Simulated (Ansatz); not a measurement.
**triplet SnCl2: levels of theory compared**

We compute a comparison of 5 runs (U-wB97M-V/def2-SVP, U-wB97X/def2-SVP, UCAM-B3LYP/def2-SVP, RPA@PBE0/def2-SVP, UCCSD/def2-SVP) of triplet SnCl2. 

The results are computed with Ansatz 0.2.0.

32 further runs of the same task are left out: 32 set aside as unsound or not needed.

## Step 1: Starting point

The species is SnCl2 (3 atoms), meant as a triplet with charge 0. SMILES of the parent species: `[Cl][Sn][Cl]`. The shape is that of a PBE0-D4/def2-TZVP optimisation. That shape belongs to the parent species and isn't relaxed for this state.

Bond lengths: Cl1–Sn2 2.363 Å, Sn2–Cl3 2.363 Å. Angles: Cl1–Sn2–Cl3 98.4°.

## Step 2: A single-point energy at U-wB97M-V/def2-SVP (core potential) (run 1)

File run.yaml:

```yaml
crystal:
  periodic: [false, false, false]
  atoms:
    - symbol: Cl
      position_ang: [1.154200, 1.220700, 0.756000]
    - symbol: Sn
      position_ang: [-0.796900, 0.518900, -0.376600]
    - symbol: Cl
      position_ang: [-0.368200, -1.804500, -0.392600]
basis:
  gaussian: {orbitals: def2-SVP}
magnetization: {spin_polarized: true, initial_magnetization: 2}
hamiltonian: {xc: {name: wB97M-V}}
accuracy: high
output: {orbitals: {seedname: orbitals}}
```

Command:

```
$ ansatz run run.yaml --threads 1 --pin off --max-ram 3480MiB --events-out events.jsonl --progress --plain --runs-dir runs
```

The program printed:

```text
Warning: RAYON_NUM_THREADS=1 ignored (pool sized by the plan → 1); use --threads N
Functional definition: wB97M-V
  name "wB97M-V"
  parameter omega = 0.3/bohr
  parameter cx = 0.15
  parameter cx01 = 1.007
  parameter cx10 = 0.259
  parameter css00 = 0.443
  parameter css04 = -1.437
  parameter css10 = -4.535
  parameter css20 = -3.390
  parameter css43 = 4.278
  parameter cos00 = 1.000
  parameter cos10 = 1.358
  parameter cos20 = 2.924
  parameter cos21 = -8.812
  parameter cos60 = -1.390
  parameter cos61 = 9.142
  parameter b = 6.0
  parameter c = 0.01
  gx(w, u) = 1 - cx + cx01*u + cx10*w
  gss(w, u) = css00 + css04*u^4 + css10*w + css20*w^2 + css43*w^4*u^3
  gos(w, u) = cos00 + cos10*w + (cos20 + cos21*u)*w^2 + (cos60 + cos61*u)*w^6
  exchange = spin_sum(e_x_unif_sr(omega)*gx(b97_w, b97_u_x)) + cx*exact_x_sr(omega) + exact_x_lr(omega)
  correlation = spin_sum(e_c_pw_mod_same_spin*gss(b97_w, b97_u_same))
      + integral(e_c_pw_mod_opposite_spin*gos(b97_w_opposite, b97_u_opposite)) + vv10(b, c)
1269 factors; integrals over basis functions are off by at most 6.3e-9 eV
286 factors; integrals over basis functions are off by at most 1.5e-9 eV
mean field evaluation 1: about -30865.4212 eV, gradient 1.1e1 eV
mean field evaluation 2: about -30865.9392 eV, gradient 9.1e0 eV
mean field evaluation 4: about -30866.4207 eV, gradient 3.7e-1 eV
mean field evaluation 8: about -30866.4600 eV, gradient 2.6e-2 eV
mean field evaluation 16: about -30866.4600 eV, gradient 2.0e-4 eV
mean field -30866.46000648 eV, -1134.3214832000 hartree, gradient 8.2e-8 eV, S^2 2.006580; 0 other end points of the search recorded, 0 dependent functions left out
reference -30866.46000957 eV, -1134.3214833138 hartree; 29, 27 occupied and 33, 35 virtual orbitals, 1269 factors
Total energy: -30866.46000957 eV, -1134.3214833138 hartree
```

It took 88 s on 1 thread of Arm Neoverse V1, shared host; peak memory 0.76 GiB.

## Step 3: The energy at U-wB97X/def2-SVP (core potential) (run 2)

File job.yaml:

```yaml
crystal:
  periodic: [false, false, false]
  atoms:
    - symbol: Cl
      position_ang: [1.154200, 1.220700, 0.756000]
    - symbol: Sn
      position_ang: [-0.796900, 0.518900, -0.376600]
    - symbol: Cl
      position_ang: [-0.368200, -1.804500, -0.392600]
basis:
  gaussian:
    orbitals: def2-SVP
output: {orbitals: {seedname: orbitals}}
hamiltonian:
  xc: {name: wB97X}
accuracy: high
magnetization:
  spin_polarized: true
  initial_magnetization: 2
```

Command:

```
$ ansatz run job.yaml --threads 1 --pin off --max-ram 3480MiB --events-out events.jsonl --progress --plain --runs-dir runs
```

The program printed, cut to the lines that bear on the results:

```text
Warning: RAYON_NUM_THREADS=1 ignored (pool sized by the plan → 1); use --threads N
Functional definition: wB97X
  name "wB97X"
[...]
      + exact_x_lr(omega)
[...]
      + integral(e_c_pw_opposite_spin*poly(b97_u_opposite, 1, cos1, cos2, cos3, cos4))
1269 factors; integrals over basis functions are off by at most 6.3e-9 eV
286 factors; integrals over basis functions are off by at most 1.5e-9 eV
[...]
mean field -30869.60032953 eV, -1134.4368879437 hartree, gradient 2.0e-8 eV, S^2 2.010532; 3 other end points of the search recorded, 0 dependent functions left out
reference -30869.60032809 eV, -1134.4368878906 hartree; 29, 27 occupied and 33, 35 virtual orbitals, 1269 factors
Total energy: -30869.60032809 eV, -1134.4368878906 hartree
```

Run time: 37 s. Hardware: 1 thread of Arm Neoverse V1, shared host; peak memory 0.62 GiB.

## Step 4: The energy at UCAM-B3LYP/def2-SVP (core potential) (run 3)

File job.yaml:

```yaml
crystal:
  periodic: [false, false, false]
  atoms:
    - {symbol: Cl, position_ang: [1.154200, 1.220700, 0.756000]}
    - {symbol: Sn, position_ang: [-0.796900, 0.518900, -0.376600]}
    - {symbol: Cl, position_ang: [-0.368200, -1.804500, -0.392600]}
basis:
  gaussian:
    orbitals: def2-SVP
magnetization:
  spin_polarized: true
  initial_magnetization: 2
hamiltonian:
  xc: {name: CAM-B3LYP}
accuracy: high
output:
  orbitals: {seedname: orbitals}
```

Command:

```
$ ansatz run job.yaml --threads 1 --pin off --max-ram 3480MiB --events-out events.jsonl --progress --plain --runs-dir runs
```

The program printed, cut to the lines that bear on the results:

```text
Warning: RAYON_NUM_THREADS=1 ignored (pool sized by the plan → 1); use --threads N
Functional definition: CAM-B3LYP
  name "CAM-B3LYP"
[...]
1269 factors; integrals over basis functions are off by at most 6.3e-9 eV
317 factors; integrals over basis functions are off by at most 1.7e-9 eV
[...]
mean field -30868.94544557 eV, -1134.4128214021 hartree, gradient 5.8e-8 eV, S^2 2.007735; 2 other end points of the search recorded, 0 dependent functions left out
reference -30868.94546019 eV, -1134.4128219392 hartree; 29, 27 occupied and 33, 35 virtual orbitals, 1269 factors
Total energy: -30868.94546019 eV, -1134.4128219392 hartree
```

Run time: 11 s. Hardware: 1 thread of Arm Neoverse V1, shared host; peak memory 0.31 GiB.

Run 4 isn't shown in full; the table further down has it.

## Step 5: The energy at UCCSD/def2-SVP (core potential) (run 5)

File run.yaml:

```yaml
basis:
  gaussian: {orbitals: def2-SVP}
crystal:
  periodic: [false, false, false]
  atoms:
    - symbol: Cl
      position_ang: [1.154200, 1.220700, 0.756000]
    - symbol: Sn
      position_ang: [-0.796900, 0.518900, -0.376600]
    - symbol: Cl
      position_ang: [-0.368200, -1.804500, -0.392600]
correlation: {method: ccsd, frozen_orbitals: {Cl: 5, Sn: 4}}
accuracy: high
magnetization: {spin_polarized: true, initial_magnetization: 2}
scf: {omitted_lower_state_checks: [cluster_reference, increment]}
```

Command:

```
$ ansatz run run.yaml --threads 1 --pin off --max-ram 3480MiB --events-out events.jsonl --progress --plain --runs-dir runs
```

The program printed, cut to the lines that bear on the results:

```text
Warning: RAYON_NUM_THREADS=1 ignored (pool sized by the plan → 1); use --threads N
Functional definition: HF
  name "HF"
[...]
1269 factors; integrals over basis functions are off by at most 6.3e-9 eV
[...]
mean field -30805.62930256 eV, -1132.0859960637 hartree, gradient 3.1e-8 eV, S^2 2.012429; 0 other end points of the search recorded, 0 dependent functions left out
14 core orbitals not correlated: weight in the atoms' cores, before any rotation towards them, 1.000 or more for the frozen orbitals, at most 0.000 for the correlated occupied ones
reference -30805.62930256 eV, -1132.0859960637 hartree; 15, 13 occupied and 33, 35 virtual orbitals, 1269 factors
second order -8.98145538 eV of doubles, -0.00000000 eV of singles
cycle   1  -9.55156602 eV  change   -5.7e-1 eV  update   7.4e-2
[...]
cycle  22  -9.83525237 eV  change  -4.6e-10 eV  update   2.7e-9
Total energy: -30815.46455493 eV, -1132.4474349217 hartree
Checks for a lower state left out: cluster_reference, increment
```

Run time: 6.9 s. Hardware: 1 thread of Arm Neoverse V1, shared host; peak memory 0.27 GiB.

## Step 6: All runs side by side

```tsv
run	level	frozen core orbitals	energy (Eh)	HOMO energy (eV)	LUMO energy (eV)	⟨S²⟩	wall time
1	U-wB97M-V/def2-SVP (core potential)	–	-1134.321483	-7.02	-4.17	2.007	88 s
2	U-wB97X/def2-SVP (core potential)	–	-1134.436888	-7.06	-4.57	2.011	37 s
3	UCAM-B3LYP/def2-SVP (core potential)	–	-1134.412822	-6.18	-5.05	2.008	11 s
4	RPA@PBE0/def2-SVP (core potential)	14	-1132.564239	–	–	2.005	13 s
5	UCCSD/def2-SVP (core potential)	14	-1132.447435	–	–	2.012	6.9 s
```

## Step 7: Summary of results

```
                                           quantity           value
                                run 5: total energy  -1132.44743 Eh
run 5: correlation energy (14 core orbitals frozen)      -361.4 mEh
           run 5: ⟨S²⟩ of the reference determinant           2.012
                               run 5: T1 diagnostic           0.015
```

In words: Totals of different functionals can't be ranked against each other. All runs together took 2.6 min, the longest 88 s.
